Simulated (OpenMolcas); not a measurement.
**Er³⁺ among point charges: CASSCF levels and susceptibility**

How does a field of 6 point charges split the states of Er³⁺, and what χT follows?

Program: OpenMolcas 26.06. Level of theory: state-averaged CASSCF, spin-orbit coupling by RASSI with atomic mean-field integrals. These are calculated values, not measurements, unless marked.

### Step 1. The atom as given

- Species: Er³⁺ (erbium, Z = 68, 65 electrons)
- Basis: ANO-RCC-VDZP [7s6p4d2f1g], 68 functions
- Scalar Hamiltonian: DKH2, point nucleus
- Inactive shells: 1s 2s 2p 3s 3p 3d 4s 4p 4d 5s 5p
- Active space: 11 electrons in 7 orbitals (4f)
- Some configurations of this space: 4f¹¹
- Orbitals: optimised for the highest spin of each parity, averaged over all roots

Outer shells as boxes (Hund's rule):

4f11
```
4f [↑↓][↑↓][↑↓][↑↓][↑ ][↑ ][↑ ]
```

The ion sits among 6 point charges of -2 e arranged as an octahedron (Oh), 2.8 Å from the ion.

The work runs as a chain of OpenMolcas steps in one folder; each step below is one input file. Labels, J, g values, rates, χT and fits are worked out afterwards by a script from the matrices that RASSI stores. The input lists half of the charges; inversion (Group=XYZ) makes the rest.

### Step 2. GATEWAY and SEWARD: basis and integrals

a.inp reads:

```
&GATEWAY
Coord
1

Er 0.0 0.0 0.0
Basis=ANO-RCC-VDZP
Group=XYZ
NoMove
AngMom=0.0 0.0 0.0
AMFI
XField
3 Angstrom 0
2.800000 0.000000 0.000000 -2.000000
0.000000 2.800000 0.000000 -2.000000
0.000000 0.000000 2.800000 -2.000000
&SEWARD
```

Run with:

```console
$ OMP_NUM_THREADS=1 MOLCAS_MEM=2252 MOLCAS_PROJECT=a pymolcas a.inp > a.log
```

### Step 3. Reference wave functions, quartets of odd parity, 35 roots

a.inp reads:

```
&RASSCF
FileOrb=start.orb
Symmetry=2
Spin=4
nActEl=11 0 0
Inactive=15 12
Ras2=0 7
CIRoot=35 35 1
SDav=35
CIMx=300
Iter=120 100
PrWF=0.3
OrbListing=Nothing
MaxOrb=0
>>> COPY $Project.JobIph JOB001
```

start.orb holds the contracted functions of the basis, ordered by shell, or the orbitals of the step before.

### Step 4. CASSCF: doublets of odd parity, 112 roots

a.inp reads:

```
&RASSCF
FileOrb=start.orb
Symmetry=2
Spin=2
nActEl=11 0 0
Inactive=15 12
Ras2=0 7
CIRoot=112 112 1
SDav=112
CIMx=300
Iter=120 100
PrWF=0.3
OrbListing=Nothing
MaxOrb=0
CIOnly
>>> COPY $Project.JobIph JOB002
```

### Step 5. RASSI: spin-orbit coupling between the states

a.inp reads:

```
&RASSI
NrOfJobIphs=2 30 73
1 2 3 4 5 6 7 8 9 10 11 12 13 14 15 16 17 18 19 20 21 22 23 24 25 26 27
28 29 30
1 2 3 4 5 6 7 8 9 10 11 12 13 14 15 16 17 18 19 20 21 22 23 24 25 26 27
28 29 30 31 32 33 34 35 36 37 38 39 40 41 42 43 44 45 46 47 48 49 50 51
52 53 54 55 56 57 58 59 60 61 62 63 64 65 66 67 68 69 70 71 72 73
IphNames
JOB001
JOB002
EJob
SpinOrbit
DIPRint=1.0
SOCoupling=1000.0
Subsets=2
Property=9
'ANGMOM' 1 'ANGMOM' 2 'ANGMOM' 3 'MLTPL  1' 1 'MLTPL  1' 2 'MLTPL  1' 3
'AMFI' 1 'AMFI' 2 'AMFI' 3
SOProperty=3
'ANGMOM' 1 'ANGMOM' 2 'ANGMOM' 3
```

Q: Predict the outcome of this session. Wanted: spin-free ground state; first state of the same spin within the active space; lowest level; next level.

As calculated:

| quantity | value |
| --- | --- |
| method | CASSCF |
| spin-free ground state | 4A1, 1-fold in its orbital part |
| first state of the same spin within the active space | 4T1 at 17.4 cm⁻¹ |
| lowest level | 4-fold Γ8 |
| next level | 26.7 cm⁻¹ |
| χT at 300 K | 11.42 cm³ K/mol |
| effective moment at 300 K | 9.56 μB |

**Reading.** The spin-free ground state (4A1) comes to 100 % from free-ion I terms and keeps the highest spin of the shell. The doublets rest on orbitals optimised for another spin in at least one step, which raises them against the optimised states. Not all states of the active space went into the spin-orbit step. High states of lower spin are left out of the spin-orbit mixing, and CASSCF puts spin-flip levels too high. Point charges carry no covalency, so the field is a model and not that of real ligands.
